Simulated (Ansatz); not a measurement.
# CO: the cost of one run

Method: DFT r2SCAN+D3(BJ), plane waves, PAW, scalar-relativistic, no spin polarisation, in Ansatz 0.2.0.

## (1) Starting point

The cell holds 16 atoms (C8O8): a = 7.742 Å, b = 7.742 Å, c = 7.742 Å, α = 90.00°, β = 90.00°, γ = 90.00°.

Coordinates:

```xyz
16
Lattice="7.7418 0.0000 0.0000 0.0000 7.7418 0.0000 0.0000 0.0000 7.7418" Properties=species:S:1:pos:R:3 pbc="T T T"
O     7.5127    2.1970    4.2863
C     7.6767    3.0680    3.5530
O     3.1995    1.2143    1.1616
C     3.3234    0.8246    0.0864
O     5.1359    6.7554    5.4917
C     5.1944    6.7151    6.6399
O     0.8381    6.3503    7.0730
C     1.1789    7.3258    6.5676
O     3.0385    3.2272    4.9770
C     2.3432    3.8749    5.6253
O     2.7235    0.6644    4.9126
C     2.5177    1.0411    3.8454
O     6.5511    1.9476    0.5357
C     5.8772    2.8666    0.6923
O     6.4760    6.4937    2.9337
C     5.5375    6.0566    2.4324
```

## (2) Preparing the start

input.yaml reads:

```yaml
accuracy: low
crystal:
  lattice:
    - [7.741753, 0.0, 0.0]
    - [0.0, 7.741753, 0.0]
    - [0.0, 0.0, 7.741753]
  atoms:
    - { symbol: O, position: [0.9704123, 0.2837813, 0.5536566] }
    - { symbol: C, position: [0.9916011, 0.396292, 0.4589407] }
    - { symbol: O, position: [0.4132741, 0.1568528, 0.1500435] }
    - { symbol: C, position: [0.4292782, 0.1065196, 0.0111581] }
    - { symbol: O, position: [0.6633987, 0.87259, 0.7093638] }
    - { symbol: C, position: [0.6709631, 0.86739, 0.857669] }
    - { symbol: O, position: [0.1082601, 0.8202605, 0.9136127] }
    - { symbol: C, position: [0.1522846, 0.9462707, 0.8483287] }
    - { symbol: O, position: [0.3924872, 0.4168614, 0.6428732] }
    - { symbol: C, position: [0.3026666, 0.5005187, 0.7266135] }
    - { symbol: O, position: [0.3517957, 0.0858171, 0.6345592] }
    - { symbol: C, position: [0.3252117, 0.1344781, 0.4967038] }
    - { symbol: O, position: [0.8462059, 0.2515682, 0.0691917] }
    - { symbol: C, position: [0.7591606, 0.3702799, 0.0894239] }
    - { symbol: O, position: [0.8365079, 0.8387952, 0.3789405] }
    - { symbol: C, position: [0.7152715, 0.7823327, 0.3141916] }
basis:
  ecutwfc: 500.0
kpoints:
  mp_grid: { grid: [1, 1, 1] }
hamiltonian:
  xc: r2scan
  dispersion: d3bj
scf:
  occupations: { method: fermi_dirac, width: 0.05 }
  lower_state_search: "off"
relax:
  f_tol: 0.3
  max_steps: 15
  adjacent_minimum: "off"
```

Launch:

```
$ ansatz run input.yaml --threads 1 --pin off --max-ram 3072MiB --backend cpu --events-out ev --progress --plain --runs-dir out
```

What time and memory should one allow on 1 thread of Arm Neoverse V2, shared host?

About 3.6 min, with a peak of 0.82 GiB.
